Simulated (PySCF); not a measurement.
# C5H11BSSi: the cost of one run

Programs: PySCF 2.14.0, with density-fitted response routines of our own. Each step states its level of theory. These are calculated values for one molecule in the gas phase, unless marked as measured. Atoms count from 0, in the outputs and in this text.

## Step 1: Starting geometry

19 atoms, charge 0, multiplicity 1; geometry from: GFN2-xTB.

Bonds of the start (Å): C0–C1 1.45, C1–C2 1.20, C2–C3 1.45, C3–B4 1.60, B4–C5 1.56, C5–S6 1.85, S6–Si7 2.17, C0–H8 1.09, C0–H9 1.09, C0–H10 1.09, C3–H11 1.10, C3–H12 1.09, B4–H13 1.18, C5–H14 1.08, C5–H15 1.08, Si7–H16 1.46, Si7–H17 1.45, Si7–H18 1.46.

## Step 2: Nuclear shieldings: PBE0/pcSseg-1

Job settings and geometry (Å):

```
{"job": {"kind": "nmr", "xc": "PBE0", "basis": "pcSseg-1"}, "charge": 0, "multiplicity": 1}
C      3.406219     1.842813    -0.202047
C      2.531467     0.724048     0.091534
C      1.823382    -0.210471     0.339806
C      0.928353    -1.317029     0.623851
B     -0.497118    -1.153782    -0.087569
C     -1.769647    -1.783205     0.555787
S     -1.814360    -0.017880     1.096028
Si    -3.026213     0.950782    -0.418337
H      4.023321     1.619340    -1.072799
H      2.816288     2.736350    -0.409870
H      4.059350     2.042201     0.648096
H      1.403332    -2.238034     0.265549
H      0.833187    -1.414235     1.710268
H     -0.553864    -0.758901    -1.195017
H     -2.657934    -2.032053    -0.014929
H     -1.698878    -2.395217     1.448732
H     -2.206188     1.320088    -1.562151
H     -3.543967     2.100942     0.305521
H     -4.066532    -0.006504    -0.779109
```

With the program's defaults for keys left out, this is: GIAO PBE0/pcSseg-1 NMR shielding, non-relativistic, gas phase.

On the command line:

```sh
OMP_NUM_THREADS=1 python probes_run.py task.json out
```

This one command runs all jobs of the session in turn.

Q: Estimate the wall time and peak memory of this job on 1 thread of Intel Xeon 6975P-C, shared host.

About 29 s, with a peak of 0.92 GiB.
